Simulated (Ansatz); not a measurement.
# GeF (doublet): the correlation ladder, cc-pVTZ

One table from this session's results is given with a row withheld; the runs are named, their logs left out.

Computed with Ansatz 0.2.0, Gaussian basis. Level: cc-pVTZ, core rule «outside noble gas», up to 15 orbitals frozen.

Plan: UHF; CCSD(T) on ROHF; CCSD(T) on UHF; BCCD(T) on ROHF; CISD; CCSDT(Q) on ROHF; CCSDT(Q) on UHF.

10 further runs of the same task are left out: 6 for a known fault of the program, 4 set aside as unsound or not needed.

## The geometry

The geometry is a PBE0/def2-TZVP stationary point (not a proven minimum). No spin-orbit coupling is included. The filled d shell of Ge may be among the frozen orbitals whatever the setting's name suggests; the logs give the count.

2 atoms, charge 0, spin multiplicity 2.

Atoms are counted from 1 here; the program's logs count them from 0.

Bond lengths: Ge1–F2 1.756 Å.

The first run:

in.yaml reads:

```yaml
crystal:
  periodic: [false, false, false]
  atoms:
    - {symbol: Ge, position_ang: [0.000000, 0.000000, 0.000000]}
    - {symbol: F, position_ang: [0.000000, 0.000000, 1.755700]}
basis:
  gaussian: {orbitals: cc-pVTZ}
magnetization: {spin_polarized: true, initial_magnetization: 1}
hamiltonian: {xc: hf}
output: {orbitals: {seedname: orbitals}}
```

Command:

```sh
$ ansatz run in.yaml --threads 1 --pin off --events-out ev --progress --plain --max-ram 4096MiB --backend cpu
```

Steps of the session up to this table: UHF; CCSD(T) on ROHF; CCSD(T) on UHF; BCCD(T) on ROHF; CISD; CCSDT(Q) on ROHF; CCSDT(Q) on UHF.

One of the session's tables, all rows but one given; the rest of the session is left out.

```
   method  from UCCSDT(Q) (meV)
     ROHF               +9550.9
      UHF               +9434.8
     RMP2                +569.6
     UMP2                     ?
    RCCSD                +331.4
    UCCSD                +324.9
 RCCSD(T)                 +28.6
 UCCSD(T)                 +25.6
  BCCD(T)                 +23.9
   RCCSDT                 +17.2
   UCCSDT                 +13.7
RCCSDT(Q)                  +8.7
UCCSDT(Q)                     0
```

**Question.** Estimate the row for UMP2.

As computed: from UCCSDT(Q) (meV): +582.9. In the column «from UCCSDT(Q) (meV)» it lies between RMP2 (+569.6) and UHF (+9434.8).

Not comparable, so not listed: CISD (they don't share determinant, frozen orbitals or solution with the rows shown, or repeat one).

Limits of these values: Restricted and unrestricted rows rest on different reference determinants; where their highest levels disagree by more than a few hundredths of an eV, they describe different states and don't form one ladder.
